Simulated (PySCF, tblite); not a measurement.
# C4H11ClSi3: geometry, infrared bands and NMR shifts

Aim: predict the infrared bands and NMR shifts of C4H11ClSi3 (`ClC[SiH2][C@@H]1C=C[SiH2][SiH2]1`).

The runs use tblite 0.8.0 and PySCF 2.14.0, with density-fitted response routines of our own; the level of theory stands in each step. All values are computed, except where a source is named. Atoms count from 0, in the outputs and in this text.

## Step 1: Starting geometry

19 atoms, charge 0, multiplicity 1; geometry from: force field or distance geometry start.

Bonds of the start (Å): Cl0–C1 1.79, C1–Si2 1.83, Si2–C3 1.88, C3–C4 1.52, C4–C5 1.35, C5–Si6 1.85, Si6–Si7 2.34, Si7–C3 1.93, C1–H8 1.09, C1–H9 1.10, Si2–H10 1.49, Si2–H11 1.49, C3–H12 1.10, C4–H13 1.10, C5–H14 1.08, Si6–H15 1.48, Si6–H16 1.49, Si7–H17 1.49, Si7–H18 1.49.

## Step 2: Relaxing the molecule with GFN2-xTB

Job settings and geometry (Å):

```
{"job": {"kind": "relax", "xc": "GFN2-xTB", "basis": "xTB"}, "charge": 0, "multiplicity": 1}
Cl     3.377300    -1.614100     0.657800
C      2.937800     0.118000     0.573600
Si     1.573000     0.363700    -0.614000
C      0.024900    -0.655100    -0.290600
C     -1.038200    -0.582900    -1.368800
C     -2.274800    -0.088900    -1.159300
Si    -2.736600     0.544600     0.519500
Si    -0.648600    -0.036600     1.406500
H      3.845400     0.656400     0.281500
H      2.678300     0.432500     1.600100
H      1.200300     1.809500    -0.667700
H      2.043100     0.037700    -1.985300
H      0.302400    -1.713600    -0.153200
H     -0.776800    -0.962400    -2.368000
H     -3.029200    -0.033300    -1.929100
H     -2.970600     2.010800     0.514600
H     -3.862300    -0.230700     1.109000
H     -0.740900    -1.168500     2.377300
H      0.085700     1.122000     1.983200
```

On the command line:

```sh
$ OMP_NUM_THREADS=1 python probes_run.py task.json out
```

This one command runs all jobs of the session in turn.

**Question.** This job is followed by: GFN2-xTB harmonic vibrations, gas phase; GIAO PBE0/pcSseg-1 NMR shielding, non-relativistic, gas phase. Predict these results of the whole session: strongest single infrared mode (GFN2-xTB); zero-point energy (GFN2-xTB); ¹³C shifts against TMS (PBE0/pcSseg-1); ¹H shifts against TMS (PBE0/pcSseg-1); ³⁵Cl shifts against HCl (PBE0/pcSseg-1); ²⁹Si shifts against TMS (PBE0/pcSseg-1).

**Answer**, as computed:

| quantity | value |
| --- | --- |
| strongest single infrared mode (GFN2-xTB) | 2228 cm⁻¹, 564 km/mol |
| zero-point energy (GFN2-xTB) | 78.8 kcal/mol |
| ¹³C shifts against TMS (PBE0/pcSseg-1) | 160.9, 131.4, 31.0, 18.6 ppm |
| ¹H shifts against TMS (PBE0/pcSseg-1) | 7.04, 6.30, 4.38, 4.37, 4.36, 4.07, 3.94, 3.73, 3.15, 3.09, 2.45 ppm |
| ³⁵Cl shifts against HCl (PBE0/pcSseg-1) | 18 ppm |
| ²⁹Si shifts against TMS (PBE0/pcSseg-1) | -35.2, -73.1, -75.1 ppm |

In words: Relaxing lowered the energy by 0.371 eV in 53 steps; the close pair that moved most is C1–Si2, from 1.826 to 1.911 Å. All 51 modes are real, so the xTB geometry is a minimum. The strongest single mode, at 2228 cm⁻¹, moves mainly H10. GFN2-xTB is a fitted tight-binding method: band positions and strengths are rough. Its intensities can rank the bands wrongly. At PBE0/pcSseg-1: The largest span, 271 ppm, is at Cl0, where the paramagnetic term is -215 ppm.
